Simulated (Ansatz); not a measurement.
# CH₇NOSi₂: one species, many methods

An exercise on one series of results from a longer session: the logs are not shown, and one member is left open.

Program: Ansatz 0.2.0, Gaussian basis. Level of theory: functionals in def2-TZVPP, the program's frozen cores in correlated methods. These are calculated values, not measurements.

The runs, in order: PBE-D4, r2SCAN-D4, PBE0-D4, B3LYP-D4, ωB97X-V, ωB97M-V, B2PLYP; CCSD(T)/def2-TZVPP; MP2/def2-QZVPP; extrapolation to the limit.

**Structure used throughout**

All runs share one geometry, relaxed beforehand with PBE0-D4 in a triple-zeta def2 set.

12 atoms, charge 0, spin multiplicity 1.

Atoms are counted from 1 here; the program's logs count them from 0.

Bond lengths: N1–Si2 1.717 Å, N1–H6 1.008 Å, N1–H7 1.007 Å, Si2–C3 1.867 Å, Si2–H8 1.488 Å, Si2–H9 1.487 Å, C3–O4 1.502 Å, C3–Si5 1.811 Å, C3–H10 1.092 Å, O4–Si5 1.659 Å, Si5–H11 1.478 Å, Si5–H12 1.479 Å. Angles: Si2–N1–H6 119.3°, Si2–N1–H7 119.9°, H6–N1–H7 110.7°, N1–Si2–C3 117.1°, N1–Si2–H8 107.5°, N1–Si2–H9 107.6°, C3–Si2–H8 106.9°, C3–Si2–H9 106.3°, H8–Si2–H9 111.5°, Si2–C3–O4 113.3°, Si2–C3–Si5 122.8°, Si2–C3–H10 118.0°, O4–C3–Si5 59.2°, O4–C3–H10 111.1°, Si5–C3–H10 116.4°, C3–O4–Si5 69.7°, C3–Si5–O4 51.1°, C3–Si5–H11 122.4° and more.

The first run:

File in.yaml:

```yaml
crystal:
  periodic: [false, false, false]
  atoms:
    - {symbol: N, position_ang: [-0.572864, -0.131134, 2.318411]}
    - {symbol: Si, position_ang: [-0.808967, -0.458766, 0.649752]}
    - {symbol: C, position_ang: [0.069794, 0.651163, -0.568097]}
    - {symbol: O, position_ang: [1.565076, 0.513340, -0.527317]}
    - {symbol: Si, position_ang: [0.980781, 0.012858, -1.996640]}
    - {symbol: H, position_ang: [0.341814, -0.261023, 2.721268]}
    - {symbol: H, position_ang: [-1.044148, 0.648532, 2.748200]}
    - {symbol: H, position_ang: [-2.265980, -0.338892, 0.372418]}
    - {symbol: H, position_ang: [-0.315540, -1.836439, 0.388343]}
    - {symbol: H, position_ang: [-0.227033, 1.701637, -0.611763]}
    - {symbol: H, position_ang: [1.063278, -1.430875, -2.302647]}
    - {symbol: H, position_ang: [1.290990, 0.874300, -3.158028]}
basis:
  gaussian: {orbitals: def2-TZVPP}
hamiltonian: {xc: pbe, dispersion: d4}
output: {forces: true, orbitals: {seedname: orbitals}}
```

Started as:

```console
$ ansatz run in.yaml --threads 4 --pin off --events-out ev --progress --plain --max-ram 10444MiB
```

Among the steps run: PBE-D4 (GGA); r2SCAN-D4 (meta-GGA); PBE0-D4 (hybrid); B3LYP-D4 (hybrid); ωB97X-V (range-separated); ωB97M-V (range-separated); B2PLYP (double hybrid); CCSD(T) in def2-TZVPP; MP2 in def2-QZVPP.

One table of the session follows, with a row left open; its other results are not shown here.

```
            method  atomisation energy (eV)
            PBE-D4                   43.582
         r2SCAN-D4                   43.040
           PBE0-D4                   42.775
          B3LYP-D4                   43.028
           ωB97X-V                   43.352
           ωB97M-V                   43.237
            B2PLYP                   42.513
     HF/def2-TZVPP                   30.190
    MP2/def2-TZVPP                   42.348
   CCSD/def2-TZVPP                        ?
CCSD(T)/def2-TZVPP                   41.762
           MP2/CBS                   43.720
       CCSD(T)/CBS                   43.134
```

**Question.** Estimate the row for CCSD/def2-TZVPP.

As computed: atomisation energy (eV): 41.089. In the column «atomisation energy (eV)» it lies between HF/def2-TZVPP (30.190) and CCSD(T)/def2-TZVPP (41.762).

To keep in mind: Free atoms (1 N, 2 Si, 1 C, 1 O, 7 H) were run apart at each level; the atomisation energy is their sum less the molecule, without zero-point or spin-orbit terms.
